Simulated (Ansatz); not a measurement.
**Si2Ni: lattice vibrations**

Aim: phonons by finite displacements on a 2×2×2 mesh of wavevectors, at three volumes, and the mode Grüneisen parameters. Runs: reference run (LAPW); volume scaled by 0.970 (LAPW); volume scaled by 1.030 (LAPW); mode Grüneisen parameters (LAPW). Companion runs by PAW are cited.

Computed with Ansatz 0.2.0 (DFT LDA, all-electron LAPW, scalar-relativistic unless said, unless a step's input says otherwise).

1 further run of the same task is left out (it didn't finish).

## 1. The starting structure

The structure is cubic, space group Fm-3m (No. 225). Conventional cell: a = 5.349 Å, b = 5.349 Å, c = 5.349 Å, α = 90.00°, β = 90.00°, γ = 90.00°. Around Si (site symmetry -43m) lie 4 Ni at 2.32 Å. Ni (site symmetry m-3m) has 8 Si at 2.32 Å as nearest neighbours.

Structure file:

```cif
data_structure
_symmetry_space_group_name_H-M 'Fm-3m'
_symmetry_Int_Tables_number 225
_cell_length_a 5.3488
_cell_length_b 5.3488
_cell_length_c 5.3488
_cell_angle_alpha 90.000
_cell_angle_beta 90.000
_cell_angle_gamma 90.000
_cell_volume 153.03
loop_
_atom_site_label
_atom_site_type_symbol
_atom_site_symmetry_multiplicity
_atom_site_Wyckoff_symbol
_atom_site_fract_x
_atom_site_fract_y
_atom_site_fract_z
_atom_site_occupancy
Si1 Si 8 c 0.25000 0.75000 0.75000 1
Ni1 Ni 4 a 0.00000 0.00000 0.00000 1
```

Cartesian axes are those of the input's lattice vectors. The structure goes back to a database entry.

## 2. Reference run, LAPW

Contents of input.yaml:

```yaml
crystal:
  lattice:
    - [0.0, 2.67440108784, 2.67440108784]
    - [2.67440108784, 0.0, 2.67440108784]
    - [2.67440108784, 2.67440108784, 0.0]
  atoms:
    - { symbol: Si, position: [0.25, 0.25, 0.25] }
    - { symbol: Si, position: [0.75, 0.75, 0.75] }
    - { symbol: Ni, position: [0.0, 0.0, 0.0] }
kpoints:
  mp_grid: { grid: [8, 8, 8] }
scf:
  occupations: { method: fermi_dirac, width: 0.1 }
hamiltonian:
  xc: lda
  pseudopotentials: { kind: all_electron, lapw: { basis_error: 0.0005 } }
phonons:
  qmesh: [2, 2, 2]
  qpath:
    path:
      - [0.0, 0.0, 0.0]
      - [0.5, 0.0, 0.5]
      - [0.625, 0.25, 0.625]
      - [0.375, 0.375, 0.75]
      - [0.0, 0.0, 0.0]
      - [0.5, 0.5, 0.5]
      - [0.5, 0.25, 0.75]
      - [0.5, 0.0, 0.5]
    npoints: 6
  temperatures: { t_min: 0, t_max: 1000, t_step: 100 }
```

Started as:

```sh
$ ansatz run input.yaml --threads 2 --pin off --max-ram 6144MiB --backend cpu --events-out ev --progress --plain --runs-dir out
```

## 3. Volume scaled by 0.970, LAPW

input.yaml, as its differences from that of step 2:

```diff
@@ -2,5 +2,5 @@
   lattice:
-    - [0.0, 2.67440108784, 2.67440108784]
-    - [2.67440108784, 0.0, 2.67440108784]
-    - [2.67440108784, 2.67440108784, 0.0]
+    - [0.0, 2.64738508837, 2.64738508837]
+    - [2.64738508837, 0.0, 2.64738508837]
+    - [2.64738508837, 2.64738508837, 0.0]
   atoms:
```

## 4. Volume scaled by 1.030, LAPW

input.yaml, as its differences from that of step 3:

```diff
@@ -2,5 +2,5 @@
   lattice:
-    - [0.0, 2.64738508837, 2.64738508837]
-    - [2.64738508837, 0.0, 2.64738508837]
-    - [2.64738508837, 2.64738508837, 0.0]
+    - [0.0, 2.70088202872, 2.70088202872]
+    - [2.70088202872, 0.0, 2.70088202872]
+    - [2.70088202872, 2.70088202872, 0.0]
   atoms:
```

(Steps that only read results are left out.)

What does the calculation give? Wanted: highest mode on the mesh, without the LO shift; optical modes at Γ.

As calculated:

| quantity | value |
| --- | --- |
| highest mode on the mesh, without the LO shift (LAPW) | 426 cm⁻¹ |
| optical modes at Γ | 316 (T1u), 328 (T2g) cm⁻¹ |
| mean Grüneisen parameter at 300 K (LAPW) | 1.74 |

No mode on the mesh is unstable; the highest lies at 426 cm⁻¹ by LAPW. Weighted by heat capacity at 300 K the mean Grüneisen parameter of the sampled modes is 1.74, which points to expansion on heating. PAW differs from LAPW by at most 0.2 cm⁻¹. Each set of modes is computed in the harmonic approximation. Cautions: responses of metals move with mesh and smearing.
